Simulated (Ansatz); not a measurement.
## Hg4Pt (distorted cell): a single point, step by step

With Ansatz 0.2.0 through its Python package.

Contents of `POSCAR`:
```text
Hg4Pt
1.0
  -3.10005000    3.10005000    3.10005000
   3.10005000   -3.10005000    3.10005000
   3.10005000    3.10005000   -3.10005000
Hg Pt
4 1
Direct
   0.51187000    0.49902000    0.50242000
   0.50520000    0.99592000    0.01705000
   0.98143000    0.97904000    0.48939000
   0.00294000    0.51302000    0.01182000
   0.01441000    0.98942000    0.99963000
```

At the Python prompt:
```pycon
>>> import warnings
>>> import ansatz as az
>>> from ase.io import read
>>> import numpy as np
>>> XC = "LDA"
>>> ECUT = 470
>>> MESH = (4, 4, 4)
>>> SMEARING = "gaussian"
>>> SMEARING_WIDTH = 0.1
>>> atoms = read("POSCAR", format="vasp")
>>> xtal = az.Crystal.from_ase(atoms)
>>> # functional, basis and sampling
>>> model = (
...     xtal.calculation()
...     .functional(XC)
...     .basis(ECUT)
...     .kpoints(*MESH)
...     .occupations(SMEARING, width=SMEARING_WIDTH)
...     .forces()
...     .band_table()
... )
>>> with warnings.catch_warnings(record=True) as caught:
...     warnings.simplefilter("always")
...     done = model.run(threads=1)
...
>>> print("warnings raised:", sorted(w.category.__name__ for w in caught) or "none")
warnings raised: none
>>> report = done.report
>>> report["published_state_doubts"]
[]
>>> print("%-22s %14.5f eV" % ("F = E - TS", report["free_energy_ev"]))
F = E - TS               -66335.10036 eV
>>> print("%-22s %14.5f eV" % ("E", report["internal_energy_ev"]))
E                        -66335.08264 eV
>>> print("%-22s %14.5f eV" % ("Harris-Foulkes", report["harris_foulkes_ev"]))
Harris-Foulkes           -66335.10036 eV
>>> print("%-22s %14.5f eV" % ("Fermi level", report["fermi_energy_ev"]))
Fermi level                  14.27851 eV
>>> atom = int(np.linalg.norm(report["forces_ev_ang"], axis=1).argmax())
>>> print("force on atom", atom, "by term (eV/A)")
force on atom 4 by term (eV/A)
>>> for term, rows in report["force_terms_ev_ang"].items():
...     if np.abs(rows[atom]).max() > 1e-6:
...         print(f"  {term:26s}", np.round(rows[atom], 4))
...
  ewald                      [112.3211 -87.6064  65.4636]
  local_pseudopotential      [-111.7643   87.1215  -64.9985]
  nonlocal_pseudopotential   [ 1.0286 -0.6586 -0.222 ]
  augmentation               [-0.0612  0.0483 -0.0094]
  nlcc                       [-0.0255  0.0193 -0.0108]
  augmentation_tail          [ 0.0003 -0.0001 -0.0001]
  scf_correction             [-0.0005 -0.0004  0.0024]
>>> print("net force on the cell:", np.round(np.sum(report["forces_ev_ang"], axis=0), 6) + 0.0)
net force on the cell: [ 2.3e-05 -3.4e-05  7.4e-05]
>>> if done.unlabelled_reasons:
...     print("not a label:", done.unlabelled_reasons)
... else:
...     print(done.training_frame().splitlines()[0], "atoms in the frame")
...
5 atoms in the frame
>>> fermi = report["fermi_energy_ev"]
>>> print("levels less the Fermi level (eV) at the first k-points (first spin channel where there are two)")
levels less the Fermi level (eV) at the first k-points (first spin channel where there are two)
>>> for k, levels in list(zip(report["kpoints_frac"], report["eigenvalues_ev"]))[:4]:
...     print("k = ({:.3f}, {:.3f}, {:.3f})".format(*k))
...     print("   ", " ".join(f"{e - fermi:.3f}" for e in levels))
...
k = (0.000, 0.000, 0.000)
    -115.372 -115.363 -115.361 -115.358 -98.887 -63.696 -63.684 -63.680 -63.664 -63.661 -63.657 -63.652 -63.636 -63.636 -63.633 -63.624 -63.623 -53.026 -53.020 -53.010 -9.843 -8.522 -8.514 -8.451 -8.440 -8.430 -8.065 -7.962 -7.959 -7.404 -7.386 -7.366 -6.842 -6.837 -6.828 -6.453 -6.451 -6.445 -5.887 -5.881 -5.871 -3.072 -3.056 -3.053 -2.475 -2.459 -0.222 -0.202 -0.184 0.803 0.878 0.909 1.547 1.597 1.631 4.280 6.686 6.724 8.190
k = (0.000, 0.000, 0.250)
    -115.372 -115.363 -115.361 -115.358 -98.887 -63.695 -63.681 -63.677 -63.662 -63.660 -63.654 -63.653 -63.640 -63.638 -63.634 -63.627 -63.625 -53.027 -53.021 -53.011 -9.410 -8.386 -8.309 -8.254 -8.240 -8.075 -7.835 -7.790 -7.701 -7.459 -7.367 -7.209 -7.020 -6.861 -6.823 -6.622 -6.524 -6.513 -6.387 -6.169 -6.144 -4.019 -3.610 -3.251 -2.909 -2.689 -2.511 -1.737 0.012 0.556 0.951 1.667 3.192 3.681 3.871 5.799 6.657 6.704 7.762
k = (0.000, 0.000, -0.500)
    -115.372 -115.363 -115.361 -115.358 -98.887 -63.693 -63.678 -63.673 -63.661 -63.659 -63.651 -63.651 -63.644 -63.639 -63.635 -63.633 -63.627 -53.027 -53.022 -53.013 -8.993 -8.101 -8.071 -7.989 -7.681 -7.582 -7.498 -7.488 -7.410 -7.396 -7.273 -7.206 -7.166 -7.086 -6.918 -6.757 -6.689 -6.618 -6.575 -6.537 -6.311 -6.129 -4.043 -3.947 -3.476 -2.832 -2.766 -2.591 -0.043 0.493 1.060 3.380 4.300 4.466 4.713 6.832 7.230 8.230 8.693
k = (0.000, 0.250, 0.000)
    -115.372 -115.363 -115.361 -115.358 -98.887 -63.694 -63.683 -63.676 -63.661 -63.660 -63.656 -63.652 -63.640 -63.638 -63.633 -63.628 -63.625 -53.028 -53.021 -53.010 -9.404 -8.367 -8.319 -8.259 -8.218 -8.101 -7.834 -7.791 -7.703 -7.458 -7.340 -7.238 -7.010 -6.866 -6.826 -6.623 -6.537 -6.505 -6.378 -6.163 -6.150 -4.011 -3.607 -3.253 -2.915 -2.702 -2.507 -1.740 -0.015 0.565 0.934 1.681 3.211 3.663 3.885 5.782 6.652 6.714 7.760
```

What to keep in mind:
- Absolute energies stand on the zero of these potentials, so only differences at equal settings mean something. A total without «per atom» is that of the cell as typed.
- The mesh is modest for a metal, so energies can be off by several to tens of meV an atom and pressures by half a GPa or more; differences at equal mesh fare better.
- An absolute Fermi energy rests on an arbitrary zero of the periodic potential and has no direct meaning.
- The cell is a database structure, distorted on purpose.
- Gaps and levels are Kohn-Sham values on a finite set of k-points, without spin-orbit coupling.
- Run time: 23 s on 1 thread of Intel(R) Xeon(R) Platinum 8259CL CPU @ 2.50GHz (Skylake/Cascade Lake), on a shared host, peak memory 0.6 GiB.
